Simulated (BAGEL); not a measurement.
**One shape, several levels: triplet CH3ClMgS**

Wanted: a comparison of 5 runs (UHF/3-21G, ROHF/6-31G*, UHF/6-31G*, ROHF/cc-pVDZ, UHF/cc-pVDZ) of triplet CH3ClMgS. 

Program for the calculation: BAGEL 1.2.2.

34 further runs of the same task are left out: 2 that didn't finish, 32 set aside as unsound or not needed.

## Step 1: Starting point

The species is CH3ClMgS (7 atoms), meant as a triplet with charge 0. As SMILES of the parent species, `C[S][Mg][Cl]`. The coordinates come from a PBE0-D4/def2-TZVP relaxation. That shape belongs to the parent species and isn't relaxed for this state.

Bond lengths: C1–S2 1.828 Å, S2–Mg3 2.275 Å, Mg3–Cl4 2.181 Å, C1–H5 1.089 Å, C1–H6 1.090 Å, C1–H7 1.090 Å. Angles: C1–S2–Mg3 103.4°, S2–Mg3–Cl4 179.6°, S2–C1–H5 112.0°, S2–C1–H6 106.7°, S2–C1–H7 112.0°, H5–C1–H6 108.2°, H5–C1–H7 109.7°, H6–C1–H7 108.2°.

## Step 2: A single-point energy at UHF/3-21G (density fitting with qzvpp-jkfit) (run 1)

File input.json:

```json
{ "bagel": [

{
  "title": "molecule",
  "basis": "3-21g",
  "df_basis": "qzvpp-jkfit",
  "angstrom": true,
  "geometry": [
    { "atom": "C", "xyz": [      -0.435300,       1.155400,      -0.092000 ] },
    { "atom": "S", "xyz": [       0.620300,       0.326400,       1.148800 ] },
    { "atom": "Mg", "xyz": [       0.822500,      -1.790100,       0.339700 ] },
    { "atom": "Cl", "xyz": [       1.006500,      -3.814700,      -0.449200 ] },
    { "atom": "H", "xyz": [      -1.418700,       0.692200,      -0.165200 ] },
    { "atom": "H", "xyz": [      -0.568100,       2.182600,       0.247000 ] },
    { "atom": "H", "xyz": [       0.033900,       1.180100,      -1.075000 ] }
  ]
},

{ "title": "uhf", "nopen": 2 },

{ "title": "print", "file": "orbitals.molden", "orbitals": true }

]}
```

Started as:

```sh
$ BAGEL_NUM_THREADS=1 BAGEL input.json > input.out
```

Log:

```text
* using 1 threads per process

  ===============================================================
  ===============================================================

  *** Geometry ***

  { "atom" : "C", "xyz" : [     -0.822598,      2.183390,     -0.173855 ] },
  { "atom" : "S", "xyz" : [      1.172197,      0.616807,      2.170917 ] },
  { "atom" : "Mg", "xyz" : [      1.554300,     -3.382799,      0.641940 ] },
  { "atom" : "Cl", "xyz" : [      1.902009,     -7.208738,     -0.848865 ] },
  { "atom" : "H", "xyz" : [     -2.680954,      1.308068,     -0.312183 ] },
  { "atom" : "H", "xyz" : [     -1.073553,      4.124516,      0.466762 ] },
  { "atom" : "H", "xyz" : [      0.064062,      2.230066,     -2.031456 ] },

  Number of auxiliary basis functions:      497

  Since a DF basis is specified, we compute 2- and 3-index integrals:
    o Being stored without compression. Storage requirement is 0.012 GB

  Number of basis functions:       54
  Number of electrons      :       54

    * METHOD: MOLECULE                             0.20

  *** Open-shell HF ***

  === Nuclear Repulsion ===
   206.7706292331

      * DIIS with orbital gradients will be used.

  === UHF iteration (3-21g) ===
      0      -1090.63905641          0.02169655           0.10
      1      -1090.71485668          0.00722253           0.09
      2      -1090.72415231          0.00266701           0.10
      3      -1090.72567971          0.00094842           0.10
      4      -1090.72605776          0.00018135           0.10
      5      -1090.72610116          0.00009034           0.10
      6      -1090.72611794          0.00006307           0.09
      7      -1090.72613118          0.00005106           0.10
      8      -1090.72615049          0.00001932           0.10
      9      -1090.72615170          0.00000690           0.10
     10      -1090.72615245          0.00000371           0.10
     11      -1090.72615282          0.00000208           0.10
     12      -1090.72615302          0.00000092           0.10
     13      -1090.72615305          0.00000043           0.10
     14      -1090.72615305          0.00000027           0.11
     15      -1090.72615305          0.00000017           0.10
     16      -1090.72615305          0.00000010           0.10
     17      -1090.72615305          0.00000006           0.10
     18      -1090.72615305          0.00000003           0.10
     19      -1090.72615305          0.00000002           0.10
     20      -1090.72615305          0.00000001           0.10
    * SCF iteration converged.

    * S^2 (UHF) is 2.0080

    * Permanent dipole moment:
           (    0.758202,    -3.321840,    -0.566469) a.u.

    * METHOD: UHF                                  2.23

    * METHOD: PRINT                                0.01

  ===============================================================
```

Wall time 2.6 s (1 thread of Arm Neoverse V1, shared host).

## Step 3: A single-point energy at ROHF/6-31G(d) (density fitting with qzvpp-jkfit, spherical functions) (run 2)

File job.json:

```json
{ "bagel" : [

{
  "title" : "molecule",
  "basis" : "6-31gs.json",
  "df_basis" : "qzvpp-jkfit",
  "angstrom" : true,
  "geometry" : [
    { "atom" : "C", "xyz" : [   -0.435300,    1.155400,   -0.092000 ] },
    { "atom" : "S", "xyz" : [    0.620300,    0.326400,    1.148800 ] },
    { "atom" : "Mg", "xyz" : [    0.822500,   -1.790100,    0.339700 ] },
    { "atom" : "Cl", "xyz" : [    1.006500,   -3.814700,   -0.449200 ] },
    { "atom" : "H", "xyz" : [   -1.418700,    0.692200,   -0.165200 ] },
    { "atom" : "H", "xyz" : [   -0.568100,    2.182600,    0.247000 ] },
    { "atom" : "H", "xyz" : [    0.033900,    1.180100,   -1.075000 ] }
  ]
},
{
  "title" : "rohf",
  "nopen" : 2
},
{
  "title" : "print",
  "file" : "orbitals.molden",
  "orbitals" : true
}

]}
```

The basis set 6-31G* is read from a file made from the Basis Set Exchange's data (not shown).

Started as:

```sh
$ BAGEL_NUM_THREADS=1 BAGEL job.json > job.out
```

Log:

```text
* using 1 threads per process

  ===============================================================
  ===============================================================

  *** Geometry ***

  { "atom" : "C", "xyz" : [     -0.822598,      2.183390,     -0.173855 ] },
  { "atom" : "S", "xyz" : [      1.172197,      0.616807,      2.170917 ] },
  { "atom" : "Mg", "xyz" : [      1.554300,     -3.382799,      0.641940 ] },
  { "atom" : "Cl", "xyz" : [      1.902009,     -7.208738,     -0.848865 ] },
  { "atom" : "H", "xyz" : [     -2.680954,      1.308068,     -0.312183 ] },
  { "atom" : "H", "xyz" : [     -1.073553,      4.124516,      0.466762 ] },
  { "atom" : "H", "xyz" : [      0.064062,      2.230066,     -2.031456 ] },

  Number of auxiliary basis functions:      497

  Since a DF basis is specified, we compute 2- and 3-index integrals:
    o Being stored without compression. Storage requirement is 0.022 GB

  Number of basis functions:       74
  Number of electrons      :       54

    * METHOD: MOLECULE                             0.26

  *** Open-shell HF ***

  === Nuclear Repulsion ===
   206.7706292331

      * DIIS with orbital gradients will be used.

  === ROHF iteration (6-31gs.json) ===
      0      -1096.07585063          0.02057241           0.14
      1      -1096.16730523          0.00728575           0.13
      2      -1096.17999753          0.00298102           0.14
      3      -1096.18225176          0.00095244           0.14
      4      -1096.18263413          0.00022963           0.14
      5      -1096.18267632          0.00007455           0.14
      6      -1096.18268611          0.00003929           0.14
      7      -1096.18268986          0.00003402           0.14
      8      -1096.18269544          0.00002910           0.14
      9      -1096.18270424          0.00002009           0.15
     10      -1096.18270581          0.00001213           0.14
     11      -1096.18270615          0.00000513           0.15
     12      -1096.18270560          0.00000170           0.14
     13      -1096.18270539          0.00000057           0.15
     14      -1096.18270544          0.00000025           0.15
     15      -1096.18270546          0.00000014           0.14
     16      -1096.18270546          0.00000010           0.15
     17      -1096.18270546          0.00000007           0.14
     18      -1096.18270547          0.00000004           0.14
     19      -1096.18270546          0.00000002           0.14
     20      -1096.18270546          0.00000001           0.14
    * SCF iteration converged.

    * S^2 (ROHF) is 2.0000

    * Permanent dipole moment:
           (    0.741248,    -3.223539,    -0.540944) a.u.

    * METHOD: ROHF                                 3.15

    * METHOD: PRINT                                0.01

  ===============================================================
```

Run time: 3.6 s. Hardware: 1 thread of Arm Neoverse V1, shared host; peak memory 0.11 GiB.

## Step 4: A single-point energy at UHF/6-31G(d) (density fitting with qzvpp-jkfit, spherical functions) (run 3)

File input.json:

```json
{ "bagel" : [

{
  "title" : "molecule",
  "basis" : "6-31gs.json",
  "df_basis" : "qzvpp-jkfit",
  "angstrom" : true,
  "geometry" : [
    { "atom" : "C", "xyz" : [      -0.435300,       1.155400,      -0.092000 ] },
    { "atom" : "S", "xyz" : [       0.620300,       0.326400,       1.148800 ] },
    { "atom" : "Mg", "xyz" : [       0.822500,      -1.790100,       0.339700 ] },
    { "atom" : "Cl", "xyz" : [       1.006500,      -3.814700,      -0.449200 ] },
    { "atom" : "H", "xyz" : [      -1.418700,       0.692200,      -0.165200 ] },
    { "atom" : "H", "xyz" : [      -0.568100,       2.182600,       0.247000 ] },
    { "atom" : "H", "xyz" : [       0.033900,       1.180100,      -1.075000 ] }
  ]
},

{ "title" : "uhf", "nopen" : 2 },

{ "title" : "print", "file" : "orbitals.molden", "orbitals" : true }

]}
```

The basis set 6-31G* is read from a file made from the Basis Set Exchange's data (not shown).

Started as:

```sh
$ BAGEL_NUM_THREADS=1 BAGEL input.json > input.out
```

Log:

```text
* using 1 threads per process

  ===============================================================
  ===============================================================

  *** Geometry ***

  { "atom" : "C", "xyz" : [     -0.822598,      2.183390,     -0.173855 ] },
  { "atom" : "S", "xyz" : [      1.172197,      0.616807,      2.170917 ] },
  { "atom" : "Mg", "xyz" : [      1.554300,     -3.382799,      0.641940 ] },
  { "atom" : "Cl", "xyz" : [      1.902009,     -7.208738,     -0.848865 ] },
  { "atom" : "H", "xyz" : [     -2.680954,      1.308068,     -0.312183 ] },
  { "atom" : "H", "xyz" : [     -1.073553,      4.124516,      0.466762 ] },
  { "atom" : "H", "xyz" : [      0.064062,      2.230066,     -2.031456 ] },

  Number of auxiliary basis functions:      497

  Since a DF basis is specified, we compute 2- and 3-index integrals:
    o Being stored without compression. Storage requirement is 0.022 GB

  Number of basis functions:       74
  Number of electrons      :       54

    * METHOD: MOLECULE                             0.26

  *** Open-shell HF ***

  === Nuclear Repulsion ===
   206.7706292331

      * DIIS with orbital gradients will be used.

  === UHF iteration (6-31gs.json) ===
      0      -1096.07585063          0.02057241           0.14
      1      -1096.17189052          0.00721074           0.13
      2      -1096.18494670          0.00292737           0.13
      3      -1096.18713617          0.00094156           0.14
      4      -1096.18760722          0.00023688           0.13
      5      -1096.18764316          0.00007890           0.13
      6      -1096.18765562          0.00003360           0.14
      7      -1096.18765910          0.00002887           0.14
      8      -1096.18766306          0.00002543           0.14
      9      -1096.18766968          0.00001670           0.14
     10      -1096.18767213          0.00000803           0.14
     11      -1096.18767278          0.00000441           0.14
     12      -1096.18767307          0.00000217           0.14
     13      -1096.18767325          0.00000089           0.13
     14      -1096.18767327          0.00000041           0.13
     15      -1096.18767328          0.00000023           0.14
     16      -1096.18767328          0.00000013           0.13
     17      -1096.18767328          0.00000010           0.13
     18      -1096.18767328          0.00000009           0.13
     19      -1096.18767328          0.00000007           0.14
     20      -1096.18767328          0.00000005           0.14
     21      -1096.18767328          0.00000002           0.14
     22      -1096.18767328          0.00000001           0.14
     23      -1096.18767328          0.00000000           0.14
    * SCF iteration converged.

    * S^2 (UHF) is 2.0130

    * Permanent dipole moment:
           (    0.747829,    -3.227861,    -0.532758) a.u.

    * METHOD: UHF                                  3.43

    * METHOD: PRINT                                0.01

  ===============================================================
```

It took 3.9 s on 1 thread of Arm Neoverse V1, shared host; peak memory 0.11 GiB.

Run 4 isn't shown in full; the table further down has it.

## Step 5: A single-point energy at UHF/cc-pVDZ (density fitting with qzvpp-jkfit) (run 5)

File calc.json:

```json
{ "bagel" : [

{
  "title" : "molecule",
  "basis" : "cc-pvdz.json",
  "df_basis" : "qzvpp-jkfit",
  "angstrom" : true,
  "geometry" : [
    { "atom" : "C", "xyz" : [   -0.435300,    1.155400,   -0.092000 ] },
    { "atom" : "S", "xyz" : [    0.620300,    0.326400,    1.148800 ] },
    { "atom" : "Mg", "xyz" : [    0.822500,   -1.790100,    0.339700 ] },
    { "atom" : "Cl", "xyz" : [    1.006500,   -3.814700,   -0.449200 ] },
    { "atom" : "H", "xyz" : [   -1.418700,    0.692200,   -0.165200 ] },
    { "atom" : "H", "xyz" : [   -0.568100,    2.182600,    0.247000 ] },
    { "atom" : "H", "xyz" : [    0.033900,    1.180100,   -1.075000 ] }
  ]
},
{
  "title" : "uhf",
  "nopen" : 2
},
{
  "title" : "print",
  "file" : "orbitals.molden",
  "orbitals" : true
}

]}
```

The basis set cc-pVDZ is read from a file made from the Basis Set Exchange's data (not shown).

Started as:

```sh
$ BAGEL_NUM_THREADS=1 BAGEL calc.json > calc.out
```

Log:

```text
* using 1 threads per process

  ===============================================================
  ===============================================================

  *** Geometry ***

  { "atom" : "C", "xyz" : [     -0.822598,      2.183390,     -0.173855 ] },
  { "atom" : "S", "xyz" : [      1.172197,      0.616807,      2.170917 ] },
  { "atom" : "Mg", "xyz" : [      1.554300,     -3.382799,      0.641940 ] },
  { "atom" : "Cl", "xyz" : [      1.902009,     -7.208738,     -0.848865 ] },
  { "atom" : "H", "xyz" : [     -2.680954,      1.308068,     -0.312183 ] },
  { "atom" : "H", "xyz" : [     -1.073553,      4.124516,      0.466762 ] },
  { "atom" : "H", "xyz" : [      0.064062,      2.230066,     -2.031456 ] },

  Number of auxiliary basis functions:      497

  Since a DF basis is specified, we compute 2- and 3-index integrals:
    o Being stored without compression. Storage requirement is 0.027 GB

  Number of basis functions:       83
  Number of electrons      :       54

    * METHOD: MOLECULE                             0.26

  *** Open-shell HF ***

  === Nuclear Repulsion ===
   206.7706292331

      * DIIS with orbital gradients will be used.

  === UHF iteration (cc-pvdz.json) ===
      0      -1096.10136683          0.02203407           0.16
      1      -1096.22427365          0.00960650           0.16
      2      -1096.24415672          0.00460451           0.16
      3      -1096.24845773          0.00110664           0.15
      4      -1096.24906135          0.00028739           0.16
      5      -1096.24910738          0.00008383           0.16
      6      -1096.24911774          0.00001391           0.16
      7      -1096.24911876          0.00000577           0.17
      8      -1096.24911920          0.00000273           0.16
      9      -1096.24911949          0.00000124           0.15
     10      -1096.24911958          0.00000066           0.16
     11      -1096.24911961          0.00000039           0.16
     12      -1096.24911961          0.00000030           0.16
     13      -1096.24911962          0.00000025           0.16
     14      -1096.24911962          0.00000021           0.16
     15      -1096.24911962          0.00000015           0.16
     16      -1096.24911962          0.00000007           0.16
     17      -1096.24911962          0.00000003           0.15
     18      -1096.24911962          0.00000001           0.15
     19      -1096.24911962          0.00000001           0.16
    * SCF iteration converged.

    * S^2 (UHF) is 2.0132

    * Permanent dipole moment:
           (    0.783179,    -3.193954,    -0.458264) a.u.

    * METHOD: UHF                                  3.35

    * METHOD: PRINT                                0.02

  ===============================================================
```

Wall time 3.9 s (1 thread of Arm Neoverse V1, shared host); peak memory 0.12 GiB.

## Step 6: The series

| run | level | energy (Eh) | dipole moment (D) | ⟨S²⟩ | wall time |
| --- | --- | --- | --- | --- | --- |
| 1 | UHF/3-21G (density fitting with qzvpp-jkfit) | -1090.726153 | 8.78 | 2.008 | 2.6 s |
| 2 | ROHF/6-31G* (density fitting with qzvpp-jkfit, spherical functions) | -1096.182705 | 8.52 | 2.000 | 3.6 s |
| 3 | UHF/6-31G* (density fitting with qzvpp-jkfit, spherical functions) | -1096.187673 | 8.53 | 2.013 | 3.9 s |
| 4 | ROHF/cc-pVDZ (density fitting with qzvpp-jkfit) | -1096.244095 | 8.43 | 2.000 | 3.9 s |
| 5 | UHF/cc-pVDZ (density fitting with qzvpp-jkfit) | -1096.249120 | 8.44 | 2.013 | 3.9 s |

## Step 7: What came out

```
            quantity           value
 run 5: total energy  -1096.24912 Eh
run 5: dipole moment          8.44 D
         run 5: ⟨S²⟩           2.013
```

What this shows: The dipole moment (its size) runs from 8.43 D (ROHF/cc-pVDZ) to 8.78 D (UHF/3-21G). The two ends differ in method and basis. All runs together took 18 s, the longest 3.9 s.
